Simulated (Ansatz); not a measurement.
I need a single point from a YAML input of Cu₂As, space group P4/nmm. Use Ansatz 0.2.0, Python API. Level of theory: LDA, PAW, cutoff 422 eV, 6×6×4 k-points, Fermi-Dirac smearing of 0.15 eV.

Input file `scf.yaml`:
```yaml
crystal:
  lattice:
    - [3.788, 0.0, 0.0]
    - [0.0, 3.788, 0.0]
    - [0.0, 0.0, 5.942]
  atoms:
    - { symbol: Cu, position: [0.0, 0.0, 0.0] }
    - { symbol: Cu, position: [0.5, 0.5, 0.0] }
    - { symbol: Cu, position: [0.0, 0.5, 0.303] }
    - { symbol: Cu, position: [0.5, 0.0, 0.697] }
    - { symbol: As, position: [0.0, 0.5, 0.709] }
    - { symbol: As, position: [0.5, 0.0, 0.291] }
kpoints:
  mp_grid: { grid: [6, 6, 4] }
hamiltonian:
  xc: lda
scf:
  occupations: { method: fermi_dirac, width: 0.15 }
  eigensolver: { kind: davidson }
basis:
  ecutwfc: "31 Ry"
output:
  forces: true
  stress: true
```

`yaml_run_cu2as.py`:
```python
"""Run a YAML input for Cu2As from Python."""

from collections import Counter
import json
import warnings

import ansatz as az
import numpy as np


def main() -> None:
    warnings.simplefilter("ignore", az.DeckWarning)

    planned = az.Session.from_deck("scf.yaml").plan(threads=1, pin="off")
    outcome = planned.execute()
    r = outcome.report

    for key in ("converged", "n_iterations", "n_electrons", "n_kpoints", "n_pw", "n_symmetry_ops", "free_energy_ev", "fermi_energy_ev"):
        print(f"{key:18s} {r[key]}")

    # forces, one row an atom
    print("forces (eV/A)")
    for site, force in zip(outcome.lattice.sites, r["forces_ev_ang"]):
        print(f"  {site.symbol:2s} {force[0]:9.4f} {force[1]:9.4f} {force[2]:9.4f}")

    # the stress is positive in compression
    sigma = r["stress_gpa"]
    voigt = [sigma[0][0], sigma[1][1], sigma[2][2], sigma[1][2], sigma[0][2], sigma[0][1]]
    print("stress xx yy zz yz xz xy (GPa, compression positive):", " ".join(f"{s:.3f}" for s in voigt))
    print("P =", round(10 * float(np.mean(voigt[:3])), 2), "kbar")

    told = Counter((n["data"]["severity"], n["data"]["kind"]) for n in outcome.notices if n["event"] == "notice")
    for (severity, kind), count in sorted(told.items()):
        print(f"{severity:8s} {kind} x{count}")

    keep = ["free_energy_ev", "energy_sigma0_ev", "fermi_energy_ev", "n_iterations", "converged", "magnetization_mub", "n_kpoints"]
    with open("cu2as.json", "w") as handle:
        json.dump({key: r[key] for key in keep}, handle, indent=1)


if __name__ == "__main__":
    main()
```

```console
$ python yaml_run_cu2as.py
converged          True
n_iterations       8
n_electrons        106.0
n_kpoints          30
n_pw               1667
n_symmetry_ops     16
free_energy_ev     -35770.01724709767
fermi_energy_ev    14.588536516256921
forces (eV/A)
  Cu    0.0000    0.0000    0.0000
  Cu    0.0000    0.0000    0.0000
  Cu    0.0000    0.0000   -0.3031
  Cu    0.0000    0.0000    0.3031
  As    0.0000    0.0000    0.2916
  As    0.0000    0.0000   -0.2916
stress xx yy zz yz xz xy (GPa, compression positive): -8.015 -8.015 -9.687 0.000 0.000 0.000
P = -85.72 kbar
audit    preconditioner_resolved x1
```

It writes `cu2as.json`:
```json
{
 "free_energy_ev": -35770.01724709767,
 "energy_sigma0_ev": -35769.931783564876,
 "fermi_energy_ev": 14.588536516256921,
 "n_iterations": 8,
 "converged": true,
 "magnetization_mub": 0.0,
 "n_kpoints": 30
}
```

Reading the output:
- These settings explore the input space; cutoff and mesh may be short of convergence.
- No spin polarisation was allowed.
- The mesh is modest for a metal, so energies can be off by several to tens of meV an atom and pressures by half a GPa or more; differences at equal mesh fare better.
- Only differences from the Fermi energy are physical; the zero of the scale is a convention.
- At these settings the cell as given stands under about -9 GPa, so it isn't at this functional's equilibrium volume.
- The structure is a deposited one; some such entries were measured under pressure or heat, so a shift against it needn't be the functional's error alone.
- The whole script took 15 s on 1 thread of Arm Neoverse V1, on a shared host, peak memory 0.45 GiB.

(Lines on the test bed's own set-up are left out of the output.)
